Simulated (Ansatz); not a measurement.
# AlN with a defect (Sb on an Al site): a single-point run

The task is a single point on AlN with a defect (Sb on an Al site) that gives the gradients at the nuclei.

The COD entry's cell or inner coordinates are ideal or old and differ from later refinements, so a difference from it is no clean test against experiment.

Program: Ansatz 0.2.0. Level of theory: DFT, PBE, plane-wave PAW, default files, scalar-relativistic. These are calculated values, not measurements.

**1. The starting structure**

Symmetry: P3m1, No. 156, trigonal system. The conventional cell has a = 6.226 Å, b = 6.226 Å, c = 9.962 Å, α = 90.00°, β = 90.00°, γ = 120.00°. Around Sb (site symmetry 3m) lie 4 N at 1.89 Å. Around Al (site symmetry 3m) lie 4 N at 1.89 Å. Around Al (site symmetry m) lie 4 N at 1.89 Å. Only part of the 16 independent sites is listed.

As a file:

```cif
data_structure
_symmetry_space_group_name_H-M 'P3m1'
_symmetry_Int_Tables_number 156
_cell_length_a 6.2260
_cell_length_b 6.2260
_cell_length_c 9.9620
_cell_angle_alpha 90.000
_cell_angle_beta 90.000
_cell_angle_gamma 120.000
_cell_volume 334.42
loop_
_atom_site_label
_atom_site_type_symbol
_atom_site_symmetry_multiplicity
_atom_site_Wyckoff_symbol
_atom_site_fract_x
_atom_site_fract_y
_atom_site_fract_z
_atom_site_occupancy
Sb1 Sb 1 a 0.00000 0.00000 0.00000 1
Al1 Al 1 a 0.00000 0.00000 0.50000 1
Al2 Al 3 d 0.00000 0.50000 0.00000 1
Al3 Al 3 d 0.00000 0.50000 0.50000 1
Al4 Al 3 d 0.16667 0.83333 0.25000 1
Al5 Al 3 d 0.16667 0.83333 0.75000 1
Al6 Al 1 c 0.66667 0.33333 0.25000 1
Al7 Al 1 c 0.66667 0.33333 0.75000 1
N1 N 1 a 0.00000 0.00000 0.19000 1
N2 N 1 a 0.00000 0.00000 0.69000 1
N3 N 3 d 0.00000 0.50000 0.19000 1
N4 N 3 d 0.00000 0.50000 0.69000 1
N5 N 3 d 0.16667 0.83333 0.44000 1
N6 N 3 d 0.16667 0.83333 0.94000 1
N7 N 1 c 0.66667 0.33333 0.44000 1
N8 N 1 c 0.66667 0.33333 0.94000 1
```

**2. Running it**

Input file input.yaml:

```yaml
crystal:
  lattice:
    - [6.226, 0.0, 0.0]
    - [-3.113, 5.391874164, 0.0]
    - [0.0, 0.0, 9.962]
  atoms:
    - { symbol: Sb, position: [0.1666666666, 0.3333333334, 0.0] }
    - { symbol: Al, position: [0.1666666666, 0.3333333334, 0.5] }
    - { symbol: Al, position: [0.1666666666, 0.8333333334, 0.0] }
    - { symbol: Al, position: [0.1666666666, 0.8333333334, 0.5] }
    - { symbol: Al, position: [0.6666666666, 0.3333333334, 0.0] }
    - { symbol: Al, position: [0.6666666666, 0.3333333334, 0.5] }
    - { symbol: Al, position: [0.6666666666, 0.8333333334, 0.0] }
    - { symbol: Al, position: [0.6666666666, 0.8333333334, 0.5] }
    - { symbol: Al, position: [0.3333333334, 0.1666666666, 0.25] }
    - { symbol: Al, position: [0.3333333334, 0.1666666666, 0.75] }
    - { symbol: Al, position: [0.3333333334, 0.6666666666, 0.25] }
    - { symbol: Al, position: [0.3333333334, 0.6666666666, 0.75] }
    - { symbol: Al, position: [0.8333333334, 0.1666666666, 0.25] }
    - { symbol: Al, position: [0.8333333334, 0.1666666666, 0.75] }
    - { symbol: Al, position: [0.8333333334, 0.6666666666, 0.25] }
    - { symbol: Al, position: [0.8333333334, 0.6666666666, 0.75] }
    - { symbol: "N", position: [0.1666666666, 0.3333333334, 0.19] }
    - { symbol: "N", position: [0.1666666666, 0.3333333334, 0.69] }
    - { symbol: "N", position: [0.1666666666, 0.8333333334, 0.19] }
    - { symbol: "N", position: [0.1666666666, 0.8333333334, 0.69] }
    - { symbol: "N", position: [0.6666666666, 0.3333333334, 0.19] }
    - { symbol: "N", position: [0.6666666666, 0.3333333334, 0.69] }
    - { symbol: "N", position: [0.6666666666, 0.8333333334, 0.19] }
    - { symbol: "N", position: [0.6666666666, 0.8333333334, 0.69] }
    - { symbol: "N", position: [0.3333333334, 0.1666666666, 0.44] }
    - { symbol: "N", position: [0.3333333334, 0.1666666666, 0.94] }
    - { symbol: "N", position: [0.3333333334, 0.6666666666, 0.44] }
    - { symbol: "N", position: [0.3333333334, 0.6666666666, 0.94] }
    - { symbol: "N", position: [0.8333333334, 0.1666666666, 0.44] }
    - { symbol: "N", position: [0.8333333334, 0.1666666666, 0.94] }
    - { symbol: "N", position: [0.8333333334, 0.6666666666, 0.44] }
    - { symbol: "N", position: [0.8333333334, 0.6666666666, 0.94] }
kpoints:
  mp_grid: { grid: [4, 4, 2] }
scf:
  occupations: { method: fixed }
  max_iter: 80
hamiltonian:
  xc: pbe
  pseudopotentials: { kind: paw }
output:
  forces: true
  stress: true
  populations: true
  efg:
    quadrupole_moments_barn: { Sb: -0.543, Al: 0.1466, "N": 0.02044 }
    contact_densities: true
```

Command:

```
$ ansatz run input.yaml --threads 1 --pin off --max-ram 3072MiB --backend cpu --events-out ev --progress --plain --runs-dir out
```

What happens when this is run?

The program finished normally, with warnings (band overlap at count, gradients without spin orbit, metallic iterate). It gives a largest force of 5.5 eV/Å, which is large; a structure far from rest gives such values too, whatever the setting.

In the input, scf.occupations.method is fixed; scf.occupations.width is missing. What could go wrong: fixed occupations where they can't hold. The run converged, but that does not make its result sound.

The test: set scf.occupations.method to fermi_dirac and scf.occupations.width to 0.01.
